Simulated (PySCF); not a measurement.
# C5H10NOP: the cost of one run

Computed with PySCF 2.14.0 and routines of our own; the level stands in each step. Atoms count from 0.

## (1) The starting structure

18 atoms, charge 0, multiplicity 1; geometry from: GFN2-xTB.

## (2) Vibronic structure: TDDFT B3LYP/6-31G*

The job: settings as JSON, then the geometry in Å.

```
{"job": {"kind": "vib", "xc": "B3LYP", "basis": "6-31G*", "tda": false}, "charge": 0, "multiplicity": 1}
C      2.940074    -0.563630    -0.793091
C      2.019365    -0.155975     0.067176
C      0.719334     0.400575    -0.311966
C      0.072503     1.472494     0.635963
P     -0.784856    -0.133776     0.622083
N     -1.037623    -1.190278     1.744714
C     -2.270972    -0.148148    -0.462884
O     -3.411720    -0.208863     0.330406
H      3.872727    -0.989136    -0.467470
H      2.791748    -0.491086    -1.857854
H      2.193612    -0.246266     1.133100
H      0.618064     0.610056    -1.371550
H      0.658331     1.719957     1.513526
H     -0.334458     2.346353     0.147368
H     -0.305990    -1.303686     2.430454
H     -2.194054    -1.020690    -1.133222
H     -2.314126     0.763679    -1.064815
H     -3.240719    -0.855263     1.032127
```

Method: TDDFT B3LYP/6-31G* vertical-gradient vibronic structure (displaced harmonic oscillators, Condon), gas phase.

The run is started by

```sh
$ OMP_NUM_THREADS=1 python excited_run.py task.json out
```

One launch serves the whole session: the jobs run in the order shown.

**Question.** How long does this first job take on 1 thread of Arm Neoverse V1, shared host, and how much memory does it need?

About 42 s, with a peak of 0.98 GiB.
